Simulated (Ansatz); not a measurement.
# doublet CH2ClI+: levels of theory compared

Aim: a comparison of 6 runs (UHF/3-21G, UHF/def2-SVPD, UB3LYP/def2-SVPD, UPBE0/def2-SVPD, RPA@PBE0/def2-SVPD, UCCSD(T)/def2-SVPD) of doublet CH2ClI+. 

The results are computed with Ansatz 0.2.0.

71 further runs of the same task are left out: 3 that didn't finish, 68 set aside as unsound or not needed.

## (1) The structure to begin with

CH2ClI+: 5 atoms, total charge +1, spin state doublet. As SMILES of the parent species, `ClCI`. The coordinates come from a PBE0-D4/def2-TZVP relaxation. That shape belongs to the parent species and isn't relaxed for this state.

Bond lengths: Cl1–C2 1.754 Å, C2–I3 2.135 Å, C2–H4 1.085 Å, C2–H5 1.085 Å. Angles: Cl1–C2–I3 113.9°, Cl1–C2–H4 109.1°, Cl1–C2–H5 109.1°, I3–C2–H4 106.6°, I3–C2–H5 106.6°, H4–C2–H5 111.6°.

## (2) A single-point energy at UHF/3-21G (run 1)

Contents of in.yaml:

```yaml
crystal:
  periodic: [false, false, false]
  atoms:
    - {symbol: Cl, position_ang: [-1.482060, 0.193760, 0.868050]}
    - {symbol: C, position_ang: [-0.060630, 0.102140, -0.155090]}
    - {symbol: I, position_ang: [1.553870, -1.000400, 0.702870]}
    - {symbol: H, position_ang: [0.310770, 1.105040, -0.335830]}
    - {symbol: H, position_ang: [-0.321930, -0.400540, -1.080000]}
basis:
  gaussian:
    orbitals: 3-21G-spherical.json
total_charge: 1
magnetization:
  spin_polarized: true
  initial_magnetization: 1
hamiltonian:
  xc: hf
accuracy: high
output:
  orbitals: {seedname: orbitals}
```

The basis set 3-21G is read from a file made from the Basis Set Exchange's data (not shown).

Command:

```bash
$ ansatz run in.yaml --threads 1 --pin off --max-ram 3480MiB --events-out events.jsonl --progress --plain --runs-dir runs
```

Log:

```text
Warning: RAYON_NUM_THREADS=1 ignored (pool sized by the plan → 1); use --threads N
Functional definition: HF
  name "HF"
  exchange = exact_x
  correlation = 0
1181 factors; integrals over basis functions are off by at most 1.1e-8 eV
mean field evaluation 1: about -200901.5275 eV, gradient 1.3e1 eV
mean field evaluation 2: about -200901.7662 eV, gradient 1.3e1 eV
mean field evaluation 4: about -200903.1707 eV, gradient 1.3e0 eV
mean field evaluation 8: about -200903.2198 eV, gradient 1.1e-1 eV
mean field evaluation 16: about -200903.2206 eV, gradient 1.7e-8 eV
mean field evaluation 32: about -200903.2110 eV, gradient 1.9e-2 eV
mean field evaluation 64: about -200901.9528 eV, gradient 7.3e0 eV
mean field evaluation 96: about -200903.2013 eV, gradient 1.3e-1 eV
mean field evaluation 128: about -200903.2206 eV, gradient 5.3e-4 eV
mean field evaluation 160: about -200903.1133 eV, gradient 1.6e0 eV
mean field -200903.22063526 eV, -7383.0571812517 hartree, gradient 5.3e-8 eV, S^2 0.757111; 5 other end points of the search recorded, 0 dependent functions left out
reference -200903.22063526 eV, -7383.0571812517 hartree; 39, 38 occupied and 18, 19 virtual orbitals, 1181 factors
Total energy: -200903.22063526 eV, -7383.0571812517 hartree
```

Run time: 7.2 s. Hardware: 1 thread of Arm Neoverse V1, shared host; peak memory 0.27 GiB.

## (3) The energy at UHF/def2-SVPD (core potential) (run 2)

Contents of molecule.yaml:

```yaml
crystal:
  periodic: [false, false, false]
  atoms:
    - {symbol: Cl, position_ang: [-1.482060, 0.193760, 0.868050]}
    - {symbol: C, position_ang: [-0.060630, 0.102140, -0.155090]}
    - {symbol: I, position_ang: [1.553870, -1.000400, 0.702870]}
    - {symbol: H, position_ang: [0.310770, 1.105040, -0.335830]}
    - {symbol: H, position_ang: [-0.321930, -0.400540, -1.080000]}
basis:
  gaussian: {orbitals: def2-SVPD}
total_charge: 1
magnetization: {spin_polarized: true, initial_magnetization: 1}
hamiltonian: {xc: hf}
accuracy: high
output: {orbitals: {seedname: orbitals}}
```

Command:

```bash
$ ansatz run molecule.yaml --threads 1 --pin off --max-ram 3480MiB --events-out events.jsonl --progress --plain --runs-dir runs
```

Log:

```text
Warning: RAYON_NUM_THREADS=1 ignored (pool sized by the plan → 1); use --threads N
Functional definition: HF
  name "HF"
  exchange = exact_x
  correlation = 0
2041 factors; integrals over basis functions are off by at most 4.1e-9 eV
mean field evaluation 1: about -21622.0177 eV, gradient 1.5e1 eV
mean field evaluation 2: about -21622.1196 eV, gradient 1.5e1 eV
mean field evaluation 4: about -21623.9166 eV, gradient 1.9e0 eV
mean field evaluation 8: about -21623.9867 eV, gradient 1.3e-1 eV
mean field evaluation 16: about -21623.9874 eV, gradient 2.7e-8 eV
mean field evaluation 32: about -21623.9795 eV, gradient 1.6e-2 eV
mean field evaluation 64: about -21623.9548 eV, gradient 4.9e-1 eV
mean field evaluation 96: about -21623.9871 eV, gradient 1.1e-1 eV
mean field evaluation 128: about -21623.9721 eV, gradient 3.2e-6 eV
mean field evaluation 160: about -21623.9874 eV, gradient 9.0e-4 eV
mean field evaluation 192: about -21621.8841 eV, gradient 7.9e0 eV
mean field -21623.98739062 eV, -794.6668793402 hartree, gradient 2.7e-8 eV, S^2 0.761129; 6 other end points of the search recorded, 0 dependent functions left out
reference -21623.98739062 eV, -794.6668793402 hartree; 25, 24 occupied and 73, 74 virtual orbitals, 2041 factors
Total energy: -21623.98739062 eV, -794.6668793402 hartree
```

Run time: 20 s. Hardware: 1 thread of Arm Neoverse V1, shared host; peak memory 0.53 GiB.

Run 3 isn't shown in full; the table further down has it.

## (4) The energy at UPBE0/def2-SVPD (core potential) (run 4)

Edit in.yaml of step 2 so:

```diff
@@ -10,3 +10,3 @@
   gaussian:
-    orbitals: 3-21G-spherical.json
+    orbitals: def2-SVPD
 total_charge: 1
@@ -16,3 +16,3 @@
 hamiltonian:
-  xc: hf
+  xc: pbe0
 accuracy: high
```

Command:

```bash
$ ansatz run in.yaml --threads 1 --pin off --max-ram 3480MiB --events-out events.jsonl --progress --plain --runs-dir runs
```

Log:

```text
Warning: RAYON_NUM_THREADS=1 ignored (pool sized by the plan → 1); use --threads N
Functional definition: PBE0
  name "PBE0"
  parameter a = 0.25
  parameter kappa = 0.804
  parameter beta = 0.06672455060314922
  exchange = (1 - a)*pbe_x(kappa = kappa, mu = beta*pi^2/3) + a*exact_x
  correlation = pbe_c(beta = beta)
2041 factors; integrals over basis functions are off by at most 4.1e-9 eV
mean field evaluation 1: about -21666.1589 eV, gradient 3.6e1 eV
mean field evaluation 2: about -21650.3160 eV, gradient 5.6e1 eV
mean field evaluation 4: about -21673.1584 eV, gradient 4.9e0 eV
mean field evaluation 8: about -21673.3856 eV, gradient 1.9e-1 eV
mean field evaluation 16: about -21673.3861 eV, gradient 5.2e-4 eV
mean field evaluation 32: about -21673.3849 eV, gradient 3.8e-1 eV
mean field evaluation 64: about -21673.3861 eV, gradient 3.1e-7 eV
mean field evaluation 96: about -21673.3856 eV, gradient 1.9e-2 eV
mean field -21673.38611785 eV, -796.4822490823 hartree, gradient 2.3e-8 eV, S^2 0.753049; 11 other end points of the search recorded, 0 dependent functions left out
reference -21673.38612217 eV, -796.4822492412 hartree; 25, 24 occupied and 73, 74 virtual orbitals, 2041 factors
Total energy: -21673.38612217 eV, -796.4822492412 hartree
```

Run time: 2.6 min. Hardware: 1 thread of Arm Neoverse V1, shared host; peak memory 0.6 GiB.

Run 5 isn't shown in full; the table further down has it.

## (5) A single-point energy at UCCSD(T)/def2-SVPD (core potential) (run 6)

Contents of input.yaml:

```yaml
basis:
  gaussian: {orbitals: def2-SVPD}
crystal:
  periodic: [false, false, false]
  atoms:
    - {symbol: Cl, position_ang: [-1.482060, 0.193760, 0.868050]}
    - {symbol: C, position_ang: [-0.060630, 0.102140, -0.155090]}
    - {symbol: I, position_ang: [1.553870, -1.000400, 0.702870]}
    - {symbol: H, position_ang: [0.310770, 1.105040, -0.335830]}
    - {symbol: H, position_ang: [-0.321930, -0.400540, -1.080000]}
correlation: {method: ccsd_t, frozen_orbitals: {C: 1, Cl: 5, H: 0, I: 4}}
total_charge: 1
magnetization: {spin_polarized: true, initial_magnetization: 1}
scf: {omitted_lower_state_checks: [cluster_reference, increment]}
accuracy: high
```

Command:

```bash
$ ansatz run input.yaml --threads 1 --pin off --max-ram 3480MiB --events-out events.jsonl --progress --plain --runs-dir runs
```

Log:

```text
Warning: RAYON_NUM_THREADS=1 ignored (pool sized by the plan → 1); use --threads N
[... 18 lines left out ...]
10 core orbitals not correlated: weight in the atoms' cores, before any rotation towards them, 1.000 or more for the frozen orbitals, at most 0.000 for the correlated occupied ones
[... 27 lines left out ...]
Total energy: -21636.12490721 eV, -795.1129248477 hartree
Checks for a lower state left out: cluster_reference, increment
```

Wall time 85 s (1 thread of Arm Neoverse V1, shared host); peak memory 1.1 GiB.

## (6) All runs side by side

```csv
run,level,core potential,frozen core orbitals,energy (Eh),HOMO energy (eV),LUMO energy (eV),⟨S²⟩,wall time
1,UHF/3-21G,none,–,-7383.057181,-16.88,-8.39,0.757,7.2 s
2,UHF/def2-SVPD (core potential),def2-SVPD,–,-794.666879,-16.91,-8.13,0.761,20 s
3,UB3LYP/def2-SVPD (core potential),def2-SVPD,–,-796.777363,-13.89,-12.48,0.752,2.2 min
4,UPBE0/def2-SVPD (core potential),def2-SVPD,–,-796.482249,-14.08,-12.23,0.753,2.6 min
5,RPA@PBE0/def2-SVPD (core potential),def2-SVPD,10,-795.239479,–,–,0.753,3.9 min
6,UCCSD(T)/def2-SVPD (core potential),def2-SVPD,10,-795.112925,–,–,0.761,85 s
```

## (7) Summary of results

| quantity | value |
| --- | --- |
| run 6: total energy | -795.11292 Eh |
| run 6: correlation energy (10 core orbitals frozen) | -446.0 mEh |
| run 6: (T) correction | -14.24 mEh |
| run 6: ⟨S²⟩ of the reference determinant | 0.761 |
| run 6: T1 diagnostic | 0.012 |

What this shows: Totals of different functionals can't be ranked against each other. Some runs of one species differ in core potentials or relativity; totals across that change don't compare. In run 1 relativity is left out where basis or elements ask for it. All runs together took 11 min, the longest 3.9 min.
